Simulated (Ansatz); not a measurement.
# CH4FSe: the cost of one run

All numbers below are computed with Ansatz 0.2.0 (UKS BLYP-D4/def2-SVP).

### Step 1. The starting structure

Bond lengths: C3–F4 1.345 Å, Se2–H5 1.446 Å, C3–H6 1.085 Å, C3–H7 1.085 Å. Angles: F4–C3–H6 110.5°, F4–C3–H7 110.3°, H6–C3–H7 115.2°.

Structure file:

```xyz
7

H     0.0218   -0.4498    0.2596
Se    1.3956   -1.4013    1.3491
C    -0.7784    0.3570   -0.5331
F    -1.0865    1.4317    0.2141
H     2.2989   -0.3803    0.8682
H    -1.6725   -0.2097   -0.7701
H    -0.1789    0.6524   -1.3878
```

### Step 2. A restrained relaxation towards end A

Springs on the bonds that form and break draw the guess towards this end; the thresholds are loose.

input.yaml

```yaml
crystal:
  periodic: [false, false, false]
  atoms:
    - { symbol: H, position_ang: [0.0218, -0.4498, 0.2596] }
    - { symbol: Se, position_ang: [1.3956, -1.4013, 1.3491] }
    - { symbol: C, position_ang: [-0.7784, 0.357, -0.5331] }
    - { symbol: F, position_ang: [-1.0865, 1.4317, 0.2141] }
    - { symbol: H, position_ang: [2.2989, -0.3803, 0.8682] }
    - { symbol: H, position_ang: [-1.6725, -0.2097, -0.7701] }
    - { symbol: H, position_ang: [-0.1789, 0.6524, -1.3878] }
magnetization:
  spin_polarized: true
  initial_magnetization: 1
basis:
  gaussian: { orbitals: def2-SVP }
hamiltonian:
  xc: blyp
  dispersion: d4
relax:
  f_tol: 0.15
  max_steps: 25
  restrain:
    - { distance: [0, 2], at: 2.37, k: 30.0 }
    - { distance: [1, 0], at: 1.51, k: 30.0 }
```

Run with:

```bash
> ansatz run input.yaml --threads 2 --pin off --max-ram 3072MiB --backend cpu --events-out ev --progress --plain --runs-dir out
```

**Question.** How long does this run take on 2 threads of AMD EPYC 9R45 (Zen 5), shared host, and how much memory does it need?

About 4.8 s, with a peak of 0.18 GiB.
